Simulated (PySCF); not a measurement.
**A diatomic session: CaAl−**

Aim: find the lowest electronic state of CaAl−, scan its bond at several levels of theory, and get bond length, wavenumber and dissociation energy from each curve.

Method: Ca def2-SVPD, Al def2-SVPD, no relativity; program: PySCF 2.14.0.

6 further runs of the same task are left out: 6 set aside as unsound or not needed.

## Step 1: Input

A driver script around PySCF takes these settings:

```json
{"atoms": "Ca, Al", "charge": "-1", "basis": "Ca def2-SVPD, Al def2-SVPD", "Hamiltonian": "no relativity", "basis functions": "51", "electrons treated": "34", "masses in u": "39.9626, 26.9815", "levels": "PBE0, PBE, r²SCAN, revPBE, r²SCAN0", "grid": "80 radial by 434 angular points", "occupations": "held fixed by the projection of orbital angular momentum", "dissociation limit": "Ca + Al−, each in its ground configuration", "starting distance in angstrom": "2.885", "values of 2S to try": "0, 2"}
```

Launch:

```
> OMP_NUM_THREADS=1 python dia.py task.json out
```

The runs that follow: First curve: PBE0; Higher solutions at PBE0; PBE; r²SCAN; revPBE; r²SCAN0.

Before running it: what results should come out? Wanted: for each run, Re; ωe; De; μ.

The runs gave:

Lowest PBE0 solution found, without spin–orbit coupling: ³Σ⁻ (triplet), unpaired electrons π ↑↑. State 2 has its PBE0 minimum 0.21 eV higher, as a spin-mixed determinant (⟨S²⟩ = 1.02), so this is no gap between pure states. The other levels ran on the lowest alone.

```
  level  Re (Å)  ωe (cm⁻¹)  De (eV)  μ (D)
    PBE   2.958      221.8     1.89  -0.78
 revPBE   2.981      217.3     1.79  -0.73
 r²SCAN   2.946      234.4     1.94  -0.84
   PBE0   2.964      222.6     1.71  -0.85
r²SCAN0   2.953      232.7     1.77  -1.04
```

De is counted to Ca + Al− in their ground configurations. A positive dipole points from Ca to Al; in an ion it is taken about the centre of mass and does not tell which atom is negative. ⟨S²⟩ is off the pure value of 2.00 by over a tenth at r²SCAN 2.39, PBE0 2.26, r²SCAN0 2.44.

What this shows: Bond lengths run from 2.946 Å (r²SCAN) to 2.981 Å (revPBE). Of the levels with a De here, PBE0 gives the least (1.71 eV) and r²SCAN the most (1.94 eV).

With some functionals the highest level of the anion is positive, from self-interaction error or because the anion is truly unbound there; the finite basis then holds the extra electron, and no neutral molecule was run to test the binding.
